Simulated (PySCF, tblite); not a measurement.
**C₄H₁₁NSi: geometry, infrared bands and NMR shifts**

Aim: predict the infrared bands and NMR shifts of C₄H₁₁NSi (`C/C=C(\C)[SiH2]N`).

Computed with tblite 0.8.0 and PySCF 2.14.0, with density-fitted response routines of our own, on a single molecule in the gas phase. Atoms count from 0, in the outputs and in this text.

## (1) The starting structure

17 atoms, charge 0, multiplicity 1; geometry from: force field or distance geometry start.

Bonds of the start (Å): C0–C1 1.49, C1–C2 1.32, C2–C3 1.47, C2–Si4 1.86, Si4–N5 1.76, C0–H6 1.12, C0–H7 1.12, C0–H8 1.10, C1–H9 1.10, C3–H10 1.13, C3–H11 1.13, C3–H12 1.10, Si4–H13 1.47, Si4–H14 1.50, N5–H15 1.04, N5–H16 1.02.

## (2) Relaxing the molecule with GFN2-xTB

Job settings and geometry (Å):

```
{"job": {"kind": "relax", "xc": "GFN2-xTB", "basis": "xTB"}, "charge": 0, "multiplicity": 1}
C      2.329100     0.345100     0.541500
C      0.938100     0.745400     0.204100
C      0.062000    -0.103700    -0.289800
C      0.413800    -1.508600    -0.568700
Si    -1.645100     0.530900    -0.650400
N     -2.792400     0.309300     0.671400
H      2.599700     0.931600     1.456400
H      3.061600     0.659600    -0.238200
H      2.479000    -0.714000     0.784300
H      0.622700     1.777900     0.398000
H      0.721400    -2.017800     0.390500
H     -0.446100    -2.084500    -1.010400
H      1.269400    -1.598700    -1.255200
H     -2.178600    -0.138700    -1.848800
H     -1.623500     2.000900    -0.956600
H     -2.453900    -0.252700     1.472400
H     -3.364200     1.130000     0.889600
```

Started as:

```sh
$ OMP_NUM_THREADS=1 python probes_run.py task.json out
```

One launch serves the whole session: the jobs run in the order shown.

**Question.** This job is followed by: GFN2-xTB harmonic vibrations, gas phase; GIAO PBE0/pcSseg-1 NMR shielding, non-relativistic, gas phase. What will the session give for the following? strongest single infrared mode (GFN2-xTB); zero-point energy (GFN2-xTB); 13C shifts against TMS (PBE0/pcSseg-1); 1H shifts against TMS (PBE0/pcSseg-1, means over atoms taken as alike); 29Si shifts against TMS (PBE0/pcSseg-1); 15N shifts against NH3 (PBE0/pcSseg-1); surface potential, 1st and 99th percentile.

**Answer**, as computed:

| quantity | value |
| --- | --- |
| strongest single infrared mode (GFN2-xTB) | 2161 cm⁻¹, 433 km/mol |
| zero-point energy (GFN2-xTB) | 86.7 kcal/mol |
| 13C shifts against TMS (PBE0/pcSseg-1) | 149.3, 140.3, 18.0, 15.2 ppm |
| 1H shifts against TMS (PBE0/pcSseg-1, means over atoms taken as alike) | 6.39, 4.97, 2.07, 1.89, -0.10 ppm |
| 29Si shifts against TMS (PBE0/pcSseg-1) | -31.5 ppm |
| 15N shifts against NH3 (PBE0/pcSseg-1) | 7.8 ppm |
| surface potential, 1st and 99th percentile | -1.25 V and 1.37 V |

What this shows: Over 143 steps the energy fell by 0.364 eV; of the close pairs, C3–H11 changed most, 1.125 to 1.086 Å. All 45 modes are real, so the xTB geometry is a minimum. The strongest single mode, at 2161 cm⁻¹, moves mainly H14. GFN2-xTB is a fitted tight-binding method: band positions and strengths are rough. Its intensities can rank the bands wrongly. The most deshielded hydrogen is H9 (hydrogen on an alkene CH), at 6.39 ppm: attached to an sp2 carbon and in the plane of the double bond. At PBE0/pcSseg-1: The widest tensor belongs to C1: span 240 ppm, with a paramagnetic part of -218 ppm.
